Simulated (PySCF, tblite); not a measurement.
# C₁₆H₁₂BP: electronic excitations, NMR shifts

Wanted: electronic excitations, NMR shifts for C₁₆H₁₂BP (`C1=CB2C=CP3C=CC=C4C=CC=CC(=C1)C4=C23`).

Computed with tblite 0.8.0 and PySCF 2.14.0 and routines of our own; the level stands in each step. Atoms count from 0.

## (1) The system as given

30 atoms, charge 0, multiplicity 1; geometry from: force field, distance geometry or constructed start.

## (2) Optimising the geometry with GFN2-xTB

The job: settings as JSON, then the geometry in Å.

```
{"job": {"kind": "relax", "xc": "GFN2-xTB", "basis": "xTB"}, "charge": 0, "multiplicity": 1}
C      0.731100     3.029300     0.535200
C      1.909100     2.465000     0.346500
B      2.107200     1.015200    -0.156300
C      3.511500     0.425100    -0.408300
C      3.571100    -0.890500    -0.181400
P      2.043600    -1.669400     0.492500
C      1.443900    -2.377100    -1.086300
C      0.153800    -2.654500    -1.252500
C     -0.871600    -2.417900    -0.214900
C     -1.030200    -1.267800     0.481900
C     -2.136800    -1.194700     1.441800
C     -3.198500    -0.411300     1.249900
C     -3.381900     0.432200     0.057100
C     -2.400400     1.108400    -0.568700
C     -1.010300     1.236100    -0.065100
C     -0.580700     2.508000     0.088700
C     -0.232000    -0.025000     0.235100
C      1.114500    -0.108200     0.221200
H      0.726400     4.054700     0.899400
H      2.807100     3.028700     0.595700
H      4.369300     1.009100    -0.711600
H      4.487800    -1.450300    -0.327100
H      2.158300    -2.640000    -1.848300
H     -0.152700    -3.195600    -2.148300
H     -1.593600    -3.210300    -0.065700
H     -2.148500    -1.887500     2.278700
H     -4.029800    -0.495700     1.933300
H     -4.391600     0.556000    -0.310000
H     -2.692500     1.744400    -1.397800
H     -1.294500     3.300700    -0.104500
```

The run is started by

```console
$ OMP_NUM_THREADS=1 python large_run.py task.json out
```

One launch serves the whole session: the jobs run in the order shown.

Standard output:

```text
step      E/eV     max force
  0   -1195.99918    2.541
  1   -1196.18089    1.231
  2   -1196.24536    0.566
  3   -1196.31174    0.562
  4   -1196.33964    0.355
  5   -1196.35810    0.305
  6   -1196.37263    0.337
  7   -1196.38961    0.372
  8   -1196.40228    0.305
  9   -1196.40973    0.163
 10   -1196.41451    0.138
 11   -1196.41880    0.206
 12   -1196.42315    0.215
 13   -1196.42718    0.154
 14   -1196.43039    0.148
 15   -1196.43329    0.131
 16   -1196.43611    0.146
 17   -1196.43833    0.115
 18   -1196.43980    0.083
 19   -1196.44042    0.075
 20   -1196.44198    0.067
 21   -1196.44259    0.073
 22   -1196.44395    0.074
 23   -1196.44502    0.088
 24   -1196.44619    0.067
 25   -1196.44715    0.083
 26   -1196.44809    0.083
 27   -1196.44907    0.071
 28   -1196.45021    0.074
 29   -1196.45149    0.072
 30   -1196.45287    0.079
 31   -1196.45423    0.079
 32   -1196.45549    0.078
 33   -1196.45668    0.066
 34   -1196.45789    0.085
 35   -1196.45914    0.083
 36   -1196.46035    0.100
 37   -1196.46144    0.071
 38   -1196.46243    0.052
 39   -1196.46327    0.045
 40   -1196.46389    0.047
 41   -1196.46435    0.051
 42   -1196.46478    0.045
 43   -1196.46528    0.048
 44   -1196.46587    0.051
 45   -1196.46647    0.057
 46   -1196.46705    0.072
 47   -1196.46773    0.063
 48   -1196.46870    0.073
 49   -1196.47000    0.083
 50   -1196.47140    0.081
 51   -1196.47259    0.079
 52   -1196.47354    0.059
 53   -1196.47445    0.063
 54   -1196.47541    0.078
 55   -1196.47634    0.106
 56   -1196.47722    0.097
 57   -1196.47821    0.066
 58   -1196.47939    0.076
 59   -1196.48059    0.072
 60   -1196.48155    0.065
 61   -1196.48229    0.061
 62   -1196.48298    0.062
 63   -1196.48376    0.070
 64   -1196.48453    0.075
 65   -1196.48522    0.065
 66   -1196.48583    0.053
 67   -1196.48642    0.058
 68   -1196.48692    0.050
 69   -1196.48731    0.055
 70   -1196.48764    0.049
 71   -1196.48802    0.050
 72   -1196.48840    0.057
 73   -1196.48871    0.040
 74   -1196.48895    0.027
 75   -1196.48920    0.031
 76   -1196.48952    0.048
 77   -1196.48989    0.047
 78   -1196.49023    0.033
 79   -1196.49050    0.033
 80   -1196.49074    0.034
 81   -1196.49098    0.034
 82   -1196.49121    0.026
 83   -1196.49141    0.028
 84   -1196.49163    0.041
 85   -1196.49190    0.054
 86   -1196.49223    0.049
 87   -1196.49257    0.045
 88   -1196.49291    0.035
 89   -1196.49328    0.053
 90   -1196.49373    0.065
 91   -1196.49423    0.056
 92   -1196.49466    0.040
 93   -1196.49497    0.038
 94   -1196.49519    0.041
 95   -1196.49536    0.031
 96   -1196.49549    0.022
 97   -1196.49561    0.022
 98   -1196.49572    0.026
 99   -1196.49584    0.026
100   -1196.49594    0.018
```

Run time: 3.1 s. Hardware: 1 thread of Arm Neoverse N1, shared host; peak memory 0.19 GiB.

Along the way:

```tsv
step	energy from step 0 (eV)	largest force (eV/Å)
0	0.0000	2.5410
1	-0.1817	1.2312
2	-0.2462	0.5657
3	-0.3126	0.5621
4	-0.3405	0.3549
5	-0.3589	0.3049
6	-0.3735	0.3376
7	-0.3904	0.3719
8	-0.4031	0.3052
16	-0.4369	0.1459
24	-0.4470	0.0675
32	-0.4563	0.0781
40	-0.4647	0.0467
48	-0.4695	0.0734
56	-0.4780	0.0964
64	-0.4853	0.0751
72	-0.4892	0.0565
80	-0.4916	0.0338
88	-0.4937	0.0354
96	-0.4963	0.0230
97	-0.4964	0.0220
98	-0.4965	0.0266
99	-0.4967	0.0262
100	-0.4968	0.0185
```

Close pairs (by a distance rule), those that changed most:

```tsv
bond	before (Å)	after (Å)	change (Å)
C14–C16	1.512	1.437	-0.075
C0–C15	1.481	1.410	-0.071
C0–C1	1.320	1.363	+0.043
C1–B2	1.547	1.513	-0.035
C7–C8	1.478	1.444	-0.033
C11–C12	1.472	1.441	-0.031
C14–C15	1.351	1.382	+0.031
C4–P5	1.842	1.813	-0.029
```

The next job starts from the end point, and lists it.

## (3) Electronic excitations: TDDFT PBE0/6-31G*

The job: settings as JSON, then the geometry in Å.

```
{"job": {"kind": "uv", "basis": "6-31G*", "grid": 1, "kgrid": 0, "vcut": null, "nstates": 8, "ntriplets": 3, "tda": false, "delta": ["ip_vertical", "ea_vertical", "triplet_vertical"], "pop": true, "xc": "PBE0"}, "charge": 0, "multiplicity": 1}
C      0.702203     3.082805     0.088246
C      1.927284     2.497905     0.209405
B      2.194545     1.011107     0.132078
C      3.577334     0.317307     0.033045
C      3.521751    -1.021070     0.097734
P      1.879024    -1.707073     0.441505
C      1.410082    -2.254023    -1.229678
C      0.124143    -2.530235    -1.468079
C     -0.883914    -2.348363    -0.449777
C     -1.031360    -1.270893     0.344715
C     -2.043324    -1.291321     1.408094
C     -3.126638    -0.513613     1.409051
C     -3.396482     0.422978     0.347678
C     -2.467261     1.106750    -0.332015
C     -1.025550     1.183128    -0.069484
C     -0.553785     2.480636    -0.130110
C     -0.270825    -0.010488     0.194508
C      1.098942    -0.060026     0.235713
H      0.655358     4.168957     0.115560
H      2.756175     3.183691     0.354160
H      4.530353     0.814225    -0.104455
H      4.377333    -1.683944     0.049432
H      2.184903    -2.402351    -1.969821
H     -0.191036    -2.961596    -2.411124
H     -1.604073    -3.152890    -0.346276
H     -1.890519    -2.026887     2.186680
H     -3.876536    -0.617563     2.181323
H     -4.440461     0.589743     0.113943
H     -2.815016     1.800205    -1.089055
H     -1.333461     3.210035    -0.333091
```

Method: TDDFT PBE0/6-31G*, vertical, gas phase, core orbitals frozen in the response.

Standard output:

```text
start: PBE on a coarse grid of 25992 points
cycle   1  E = -981.9976478255  dE =  2.870e+00  |g| = 8.406e-01  |ddm| = 6.275e+00
cycle   2  E = -981.5820879132  dE =  4.156e-01  |g| = 1.414e+00  |ddm| = 3.080e+00
cycle   3  E = -982.1040115816  dE = -5.219e-01  |g| = 5.732e-01  |ddm| = 2.544e+00
cycle   4  E = -982.2071889923  dE = -1.032e-01  |g| = 9.715e-02  |ddm| = 7.927e-01
cycle   5  E = -982.2076521534  dE = -4.632e-04  |g| = 9.204e-02  |ddm| = 2.645e-01
cycle   6  E = -982.2099973188  dE = -2.345e-03  |g| = 3.180e-02  |ddm| = 1.339e-01
cycle   7  E = -982.2102678701  dE = -2.706e-04  |g| = 9.878e-03  |ddm| = 4.461e-02
final grid: 113176 points
cycle   8  E = -982.1032081063  dE = -8.937e-03  |g| = 4.477e-02  |ddm| = 6.977e-01
cycle   9  E = -982.1031364355  dE =  7.167e-05  |g| = 4.997e-02  |ddm| = 1.277e-01
cycle  10  E = -982.1038101052  dE = -6.737e-04  |g| = 1.364e-02  |ddm| = 7.236e-02
cycle  11  E = -982.1038607489  dE = -5.064e-05  |g| = 4.346e-03  |ddm| = 2.049e-02
cycle  12  E = -982.1038662124  dE = -5.464e-06  |g| = 1.351e-03  |ddm| = 7.457e-03
cycle  13  E = -982.1038661984  dE =  1.404e-08  |g| = 6.940e-04  |ddm| = 2.482e-03
cycle  14  E = -982.1038652966  dE =  9.018e-07  |g| = 2.219e-04  |ddm| = 1.038e-03
cycle  15  E = -982.1038661756  dE = -8.789e-07  |g| = 6.587e-05  |ddm| = 3.777e-04
converged SCF energy = -982.1038661756
Vertical ionisation energy (delta-SCF) = 7.2802 eV   <S^2> = 0.767
Vertical electron affinity (delta-SCF) = 0.4203 eV   <S^2> = 0.768
Vertical lowest triplet (delta-SCF) = 2.3115 eV   <S^2> = 2.056

Static polarisability (au): isotropic 200.700, principal 113.344 227.584 261.173

Singlet excitations
state   eV       nm        f      main configurations
  1   3.1988    387.6   0.01504   H->L 0.72, H-1->L 0.25
  2   3.4634    358.0   0.03130   H->L+1 0.59, H-1->L 0.15, H-1->L+1 0.12
  3   3.7451    331.1   0.11780   H-1->L 0.52, H->L+1 0.18, H->L 0.14
  4   3.8425    322.7   0.04347   H-1->L+1 0.77, H->L+1 0.12
  5   3.9620    312.9   0.01975   H-2->L 0.89
  6   4.1649    297.7   0.05000   H->L+2 0.81
  7   4.2364    292.7   0.01426   H-2->L+1 0.80, H-3->L 0.09
  8   4.3453    285.3   0.00829   H-3->L 0.49, H-1->L+2 0.42

Triplet excitations (Tamm-Dancoff, eV): 2.2996 2.9062 2.9993
```

Run time: 4.8 min. Hardware: 1 thread of Arm Neoverse N1, shared host; peak memory 0.68 GiB.

Frontier orbitals and where they lie:

```tsv
orbital	eV	atoms
HOMO−4	-7.55	C0 15 %, C1 12 %, C8 10 %
HOMO−3	-7.12	C13 14 %, C10 12 %, C16 11 %
HOMO−2	-6.65	C3 17 %, P5 16 %, C8 14 %
HOMO−1	-6.17	P5 31 %, C17 13 %, B2 10 %
HOMO	-5.90	C10 9 %, C1 9 %, C13 9 %
LUMO	-1.80	C1 20 %, C17 16 %, C15 14 %
LUMO+1	-1.42	B2 25 %, C4 16 %, C16 15 %
LUMO+2	-0.75	C6 15 %, C9 15 %, C8 10 %
LUMO+3	-0.06	C13 15 %, C10 15 %, C6 12 %
```

With each of the 8 states as a Gaussian band of 0.4 eV half-width at 1/e, the curve within the window shown has maxima at 325 nm (ε 8,900) L/(mol cm). Beyond the last state computed it falls off for lack of states. The curve at chosen wavelengths:

| nm | ε (L/mol/cm) |
| --- | --- |
| 267 | 978 |
| 275 | 1961 |
| 284 | 3456 |
| 292 | 4958 |
| 301 | 6611 |
| 309 | 7838 |
| 317 | 8647 |
| 326 | 8901 |
| 334 | 8540 |
| 343 | 7623 |
| 351 | 6556 |
| 359 | 5434 |
| 368 | 4258 |
| 376 | 3360 |
| 385 | 2536 |
| 393 | 1956 |
| 401 | 1499 |
| 410 | 1102 |
| 418 | 831 |
| 427 | 599 |
| 435 | 444 |
| 443 | 325 |
| 452 | 227 |
| 460 | 163 |
| 469 | 111 |
| 477 | 78 |

Leading natural transition orbitals of singlet state 3: the hole lies on P5 10 %; 4 C atoms about 9 % each; C4, C10, C13 about 8 % each; the particle on C1, C17 about 15 % each; C14, C15 about 11 % each; C12 7 %.

Leading natural transition orbitals of singlet state 1: the hole lies on P5 24 %; C6, C7, C17 about 10 % each; C9 8 %; the particle on C1, C17 about 17 % each; C14, C15 about 12 % each.

Ground-state properties from the same run:

```tsv
property	computed
dipole moment (D)	2.04
polarisability (Å³)	29.74
HOMO–LUMO gap (eV)	4.10
−ε(HOMO) (eV)	5.90
```

The fields below are evaluated on a grid from the run's orbitals.

Frontier orbitals at PBE0/6-31G*, with the share of their density that lies nearest to each atom:

```tsv
orbital	energy (eV)	lies on
HOMO	-5.90	5 C atoms about 7 % each; P5 8 %
LUMO	-1.80	C1, C17 about 16 % each; C14, C15 about 13 % each; C12 7 %
```

ELF in a plane through or near 10 of the atoms.

Ten even steps from '0' (0.00) to '9' (1.00):
```
0000000000000000000000000000
0000000000000000000000000000
0000000000046500000000000000
0000000010099910000000000000
0000004994069710220000000000
0000006998562544520000000000
0000000483585766400110000000
0001530049940168634753210000
0008997673151156554766772000
0007996294876746301536651000
0000127850435737510474000000
0000146475473054263343000000
0002898664452068721231000000
0000674104771164651000000000
0000000001221135999100000000
0000000000011001898100000000
0000000000000000010000000000
0000000000000000000000000000
0000000000000000000000000000
0000000000000000000000000000
```
The map spans 14.3 Å across and 13.5 Å up, centred on the molecule. Atoms in the plane (x, y in Å): C0 (-0.8, 3.1), C1 (-2.0, 2.5), B2 (-2.2, 1.0), C3 (-3.6, 0.2), C9 (1.1, -1.2), C12 (3.4, 0.5), C16 (0.3, 0.0), C17 (-1.1, -0.1), H19 (-2.8, 3.1), H20 (-4.5, 0.7).

log10 of the density (e/Å³) in the same plane.

Ten even steps from '0' (-4.0) to '9' (1.9):
```
0000000000000000000000000000
0000000000011100000000000000
0000000001233321000000000000
0000001223355532210000000000
0000013455566644432000000000
0000023566667665543210000000
0000123467976666544332210000
0012334456765566655554432000
0023566667765566666666543100
0024567766676677655676543100
0013456765677777655665432000
0012456666665567765554321000
0013456666665567755443210000
0002344445665566654321000000
0000122234554455665310000000
0000000123333344444210000000
0000000001122222222100000000
0000000000000000000000000000
0000000000000000000000000000
0000000000000000000000000000
```
The map spans 14.3 Å across and 13.5 Å up, centred on the molecule. Atoms in the plane (x, y in Å): C0 (-0.8, 3.1), C1 (-2.0, 2.5), B2 (-2.2, 1.0), C3 (-3.6, 0.2), C9 (1.1, -1.2), C12 (3.4, 0.5), C16 (0.3, 0.0), C17 (-1.1, -0.1), H19 (-2.8, 3.1), H20 (-4.5, 0.7).

On the surface of density 0.002 e/bohr³ the electrostatic potential runs, from the 1st to the 99th percentile, from -1.00 V near P5 to 0.93 V near H27.

## (4) NMR shifts: GIAO B97-D/pcSseg-1

The job, as its differences from that of step 3:

```diff
@@ -1,2 +1,2 @@
-{"job": {"kind": "uv", "basis": "6-31G*", "grid": 1, "kgrid": 0, "vcut": null, "nstates": 8, "ntriplets": 3, "tda": false, "delta": ["ip_vertical", "ea_vertical", "triplet_vertical"], "pop": true, "xc": "PBE0"}, "charge": 0, "multiplicity": 1}
+{"job": {"kind": "nmr", "basis": "pcSseg-1", "pop": false, "xc": "B97-D"}, "charge": 0, "multiplicity": 1}
 C      0.702203     3.082805     0.088246
```

With the program's defaults for keys left out, this is: GIAO B97-D/pcSseg-1 NMR shielding, non-relativistic, gas phase.

Standard output:

```text
start: PBE on a coarse grid of 25992 points
cycle   1  E = -981.6100927562  dE =  2.825e+00  |g| = 8.332e-01  |ddm| = 6.105e+00
cycle   2  E = -981.1725910255  dE =  4.375e-01  |g| = 1.447e+00  |ddm| = 2.999e+00
cycle   3  E = -981.7175126826  dE = -5.449e-01  |g| = 5.470e-01  |ddm| = 2.614e+00
cycle   4  E = -981.8093247050  dE = -9.181e-02  |g| = 1.012e-01  |ddm| = 7.920e-01
cycle   5  E = -981.8101486494  dE = -8.239e-04  |g| = 8.982e-02  |ddm| = 2.878e-01
cycle   6  E = -981.8122922613  dE = -2.144e-03  |g| = 3.201e-02  |ddm| = 1.335e-01
cycle   7  E = -981.8125526757  dE = -2.604e-04  |g| = 1.050e-02  |ddm| = 4.550e-02
cycle   8  E = -981.8125794566  dE = -2.678e-05  |g| = 3.809e-03  |ddm| = 1.863e-02
final grid: 238838 points
cycle   9  E = -982.4024119382  dE = -3.264e-03  |g| = 6.473e-02  |ddm| = 3.866e-01
cycle  10  E = -982.4015961736  dE =  8.158e-04  |g| = 7.011e-02  |ddm| = 1.820e-01
cycle  11  E = -982.4022477720  dE = -6.516e-04  |g| = 4.693e-02  |ddm| = 1.561e-01
cycle  12  E = -982.4029110014  dE = -6.632e-04  |g| = 1.036e-02  |ddm| = 6.272e-02
cycle  13  E = -982.4029404434  dE = -2.944e-05  |g| = 1.940e-03  |ddm| = 1.526e-02
cycle  14  E = -982.4029420024  dE = -1.559e-06  |g| = 8.241e-04  |ddm| = 3.653e-03
cycle  15  E = -982.4029423263  dE = -3.239e-07  |g| = 2.947e-04  |ddm| = 1.208e-03
cycle  16  E = -982.4029431123  dE = -7.860e-07  |g| = 9.439e-05  |ddm| = 4.202e-04
converged SCF energy = -982.4029431123

GIAO shielding tensors (ppm)
atom      isotropic    diamagn.    paramagn.     s11        s22        s33       span
  0 C       36.923     253.212    -216.290    -75.432     32.490    153.711    229.143
  1 C       36.697     260.330    -223.633    -79.621     20.229    169.482    249.102
  2 B       61.770     194.719    -132.949     21.292     54.112    109.905     88.614
  3 C       27.569     259.493    -231.924    -69.848      5.460    147.096    216.944
  4 C       23.400     265.605    -242.205    -87.272     17.430    140.042    227.314
  5 P      307.805     972.196    -664.391    245.933    325.262    352.221    106.288
  6 C       43.022     263.059    -220.038    -20.391     15.954    133.502    153.893
  7 C       49.504     254.425    -204.921    -49.548     49.612    148.448    197.996
  8 C       46.946     250.987    -204.040    -45.091     40.598    145.332    190.423
  9 C       28.883     261.603    -232.720    -73.581     21.822    138.407    211.988
 10 C       44.650     254.207    -209.558    -36.601     40.410    130.140    166.740
 11 C       55.629     253.602    -197.973    -42.828     58.852    150.861    193.690
 12 C       51.261     254.726    -203.465    -52.883     56.617    150.047    202.930
 13 C       42.393     255.561    -213.168    -54.141     51.798    129.523    183.664
 14 C       41.108     255.730    -214.622    -42.506     16.679    149.152    191.658
 15 C       47.831     254.736    -206.905    -47.594     45.345    145.743    193.337
 16 C       29.828     252.865    -223.038    -56.966     19.678    126.770    183.736
 17 C        4.035     260.289    -256.254   -109.150      7.743    113.513    222.664
 18 H       23.726      27.704      -3.978     19.190     24.175     27.812      8.623
 19 H       23.914      29.795      -5.881     20.844     22.701     28.197      7.353
 20 H       24.045      30.437      -6.392     22.077     23.436     26.623      4.547
 21 H       23.923      30.443      -6.519     21.168     24.316     26.287      5.119
 22 H       25.817      32.394      -6.577     22.358     25.327     29.766      7.409
 23 H       25.167      30.084      -4.917     22.692     25.253     27.556      4.864
 24 H       25.102      31.696      -6.595     22.060     24.971     28.274      6.215
 25 H       25.156      30.545      -5.389     21.999     25.552     27.917      5.918
 26 H       25.563      28.646      -3.083     23.656     25.476     27.557      3.901
 27 H       25.346      28.443      -3.098     22.891     25.872     27.274      4.384
 28 H       24.838      31.830      -6.992     21.484     24.984     28.048      6.564
 29 H       24.435      32.191      -7.757     18.796     23.642     30.865     12.069
```

Wall time 69 s (1 thread of Arm Neoverse N1, shared host); peak memory 0.62 GiB.

The references, computed at this level on geometries of the same kind, shield at (ppm): 1H TMS 31.85, 13C TMS 181.8, 31P PH3 594.0, 11B BF3·OEt2 97.6. Their shielding less the atom's gives the shift. The references are single molecules in the gas phase, so shifts against H2O, NH3, PH3, H3PO4 or CFCl3 are not on the usual liquid scales and can be off by tens of ppm.

```tsv
atoms	environment	σ (ppm)	δ (ppm)
C17	fully substituted alkene carbon	4.0	177.7
C4	alkene CH	23.4	158.4
C3	alkene CH	27.6	154.2
C9	fully substituted alkene carbon	28.9	152.9
C16	fully substituted alkene carbon	29.8	151.9
C1	alkene CH	36.7	145.1
C0	alkene CH	36.9	144.8
C14	fully substituted alkene carbon	41.1	140.7
C13	alkene CH	42.4	139.4
C6	alkene CH	43.0	138.7
C10	alkene CH	44.6	137.1
C8	alkene CH	46.9	134.8
C15	alkene CH	47.8	133.9
C7	alkene CH	49.5	132.3
C12	alkene CH	51.3	130.5
C11	alkene CH	55.6	126.1
H18	hydrogen on an alkene CH	23.73	8.12
H19	hydrogen on an alkene CH	23.91	7.93
H21	hydrogen on an alkene CH	23.92	7.93
H20	hydrogen on an alkene CH	24.05	7.80
H29	hydrogen on an alkene CH	24.43	7.41
H28	hydrogen on an alkene CH	24.84	7.01
H24	hydrogen on an alkene CH	25.10	6.75
H25	hydrogen on an alkene CH	25.16	6.69
H23	hydrogen on an alkene CH	25.17	6.68
H27	hydrogen on an alkene CH	25.35	6.50
H26	hydrogen on an alkene CH	25.56	6.29
H22	hydrogen on an alkene CH	25.82	6.03
B2	boron bonded to 3 C, in a 5-membered ring	61.8	35.8
P5	phosphorus bonded to 3 C, in a 5-membered ring	307.8	286.2
```

Ring of atoms C0, C1, B2, C14, C15, C16, C17: NICS(0) -3.7, NICS(1) -6.7, NICS(1)zz -16.3 ppm (means of both faces).

Ring of atoms B2, C3, C4, P5, C17: NICS(0) 0.2, NICS(1) -3.1, NICS(1)zz -3.4 ppm (means of both faces).

Ring of atoms P5, C6, C7, C8, C9, C16, C17: NICS(0) -1.1, NICS(1) -4.7, NICS(1)zz -0.2 ppm (means of both faces).

## (5) Results

```
                                    quantity                                                                                                          value
                lowest singlet (PBE0/6-31G*)                                                                                    3.20 eV (388 nm), f = 0.015
    brightest single state of those computed                                                                                    state 3, 3.75 eV, f = 0.118
                              lowest triplet                                                                                                        2.30 eV
           vertical electron affinity (ΔSCF)                                                                                                        0.42 eV
       surface potential, 1st and 99th percentile                                                                                             -1.00 V and 0.93 V
     13C shifts against TMS (B97-D/pcSseg-1)  177.7, 158.4, 154.2, 152.9, 151.9, 145.1, 144.8, 140.7, 139.4, 138.7, 137.1, 134.8, 133.9, 132.3 ppm and more
      1H shifts against TMS (B97-D/pcSseg-1)                                     8.12, 7.93, 7.93, 7.80, 7.41, 7.01, 6.75, 6.69, 6.68, 6.50, 6.29, 6.03 ppm
11B shifts against BF3·OEt2 (B97-D/pcSseg-1)                                                                                                       35.8 ppm
     31P shifts against PH3 (B97-D/pcSseg-1)                                                                                                      286.2 ppm
```

**Reading.** The lowest singlet, at 3.20 eV, is HOMO→LUMO 0.72, HOMO−1→LUMO 0.25 and is weak; of the 8 states computed, the strongest absorption comes from state 3 at 3.75 eV. The lowest triplet lies 0.90 eV below the lowest singlet (triplets in Tamm-Dancoff, singlets in full TDDFT). At PBE0/6-31G*, counted by nearest atom on the grid, the HOMO lies on 5 C atoms about 7 % each; P5 8 %, the LUMO on C1, C17 about 16 % each; C14, C15 about 13 % each. At B97-D/pcSseg-1: The widest tensor belongs to C1: span 249 ppm, with a paramagnetic part of -224 ppm.
